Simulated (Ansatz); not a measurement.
**CH7BSeSi: one species, many methods**

Aim: compute CH7BSeSi with functionals from several rungs and with coupled cluster. The yardstick is the atomisation energy at the CCSD(T) limit.

Method: functionals in def2-TZVPP, the program's frozen cores in correlated methods; program: Ansatz 0.2.0, Gaussian basis.

Plan: PBE-D4, r2SCAN-D4, PBE0-D4, B3LYP-D4, ωB97X-V, ωB97M-V, B2PLYP; CCSD(T)/def2-TZVPP; MP2/def2-QZVPP; extrapolation to the limit.

### 1 The relaxed structure

The geometry comes from an earlier relaxation with PBE0-D4 in a triple-zeta def2 set; it is a stationary point, not always the lowest conformer.

SMILES `B[Se][SiH2]C`, 11 atoms, charge 0, spin multiplicity 1.

Atoms are counted from 1 here; the program's logs count them from 0.

Bond lengths: B1–Se2 1.907 Å, B1–H5 1.194 Å, B1–H6 1.192 Å, Se2–Si3 2.302 Å, Si3–C4 1.863 Å, Si3–H7 1.486 Å, Si3–H8 1.485 Å, C4–H9 1.092 Å, C4–H10 1.092 Å, C4–H11 1.093 Å. Angles: Se2–B1–H5 121.0°, Se2–B1–H6 117.0°, H5–B1–H6 122.0°, B1–Se2–Si3 97.4°, Se2–Si3–C4 110.9°, Se2–Si3–H7 105.8°, Se2–Si3–H8 108.2°, C4–Si3–H7 111.2°, C4–Si3–H8 111.3°, H7–Si3–H8 109.2°, Si3–C4–H9 110.5°, Si3–C4–H10 110.7°, Si3–C4–H11 110.3°, H9–C4–H10 108.4°, H9–C4–H11 108.4°, H10–C4–H11 108.5°.

### 2 PBE-D4 (GGA)

File in.yaml:

```yaml
crystal:
  periodic: [false, false, false]
  atoms:
    - {symbol: B, position_ang: [-0.967071, 1.983417, 0.667708]}
    - {symbol: Se, position_ang: [0.888800, 1.586842, 0.852679]}
    - {symbol: Si, position_ang: [0.733291, -0.692497, 0.573611]}
    - {symbol: C, position_ang: [0.235571, -1.117110, -1.170994]}
    - {symbol: H, position_ang: [-1.766264, 1.115662, 0.486672]}
    - {symbol: H, position_ang: [-1.285178, 3.129152, 0.743748]}
    - {symbol: H, position_ang: [2.080098, -1.231749, 0.895797]}
    - {symbol: H, position_ang: [-0.249838, -1.213711, 1.556517]}
    - {symbol: H, position_ang: [-0.739292, -0.684808, -1.405704]}
    - {symbol: H, position_ang: [0.964875, -0.730464, -1.885561]}
    - {symbol: H, position_ang: [0.170407, -2.201634, -1.293772]}
basis:
  gaussian: {orbitals: def2-TZVPP}
hamiltonian: {xc: pbe, dispersion: d4}
output: {forces: true, orbitals: {seedname: orbitals}}
```

The run is started by

```
$ ansatz run in.yaml --threads 4 --pin off --events-out ev --progress --plain --max-ram 10444MiB
```

The runs that follow: r2SCAN-D4 (meta-GGA); PBE0-D4 (hybrid); B3LYP-D4 (hybrid); ωB97X-V (range-separated); ωB97M-V (range-separated); B2PLYP (double hybrid); CCSD(T) in def2-TZVPP; MP2 in def2-QZVPP.

**Question.** What will the summary of the whole plan be? Wanted: atomisation energy, CCSD(T)/CBS; farthest; mean size of error, hybrid; mean size of error, range-separated; gap, smallest and largest; T1 diagnostic; triples share of the correlation energy.

The runs gave:

| quantity | value |
| --- | --- |
| atomisation energy, CCSD(T)/CBS | 38.441 eV |
| functionals within 0.384 eV (1.0 %) | PBE-D4, r2SCAN-D4, PBE0-D4, B3LYP-D4, ωB97X-V, ωB97M-V |
| farthest | B2PLYP (-0.467 eV) |
| mean size of error, hybrid | 0.030 eV |
| mean size of error, range-separated | 0.064 eV |
| gap, smallest and largest | 4.17 eV (PBE-D4), 10.41 eV (ωB97X-V) |
| T1 diagnostic | 0.0124 |
| triples share of the correlation energy | 3.7 % |

PBE-D4 misses by +0.174 eV. Double hybrids carry the basis error of their MP2 part in triple zeta, and no dispersion term here, so their miss is partly the set-up's. Misses under about 0.384 eV are within the doubt on the reference itself, which lacks core-valence correlation, relativity and higher excitations, and its outer-core shells are covered unevenly. All levels share the lack of spin-orbit coupling, which lowers the free heavy atoms and so the true binding. Hartree-Fock recovers 77 % of the binding; the rest is correlation. The gap grows from 4.2 to 10.4 eV across the functionals, mostly with the share of exact exchange. Correlated methods include outer-core shells of Se, which these sets cover unevenly.
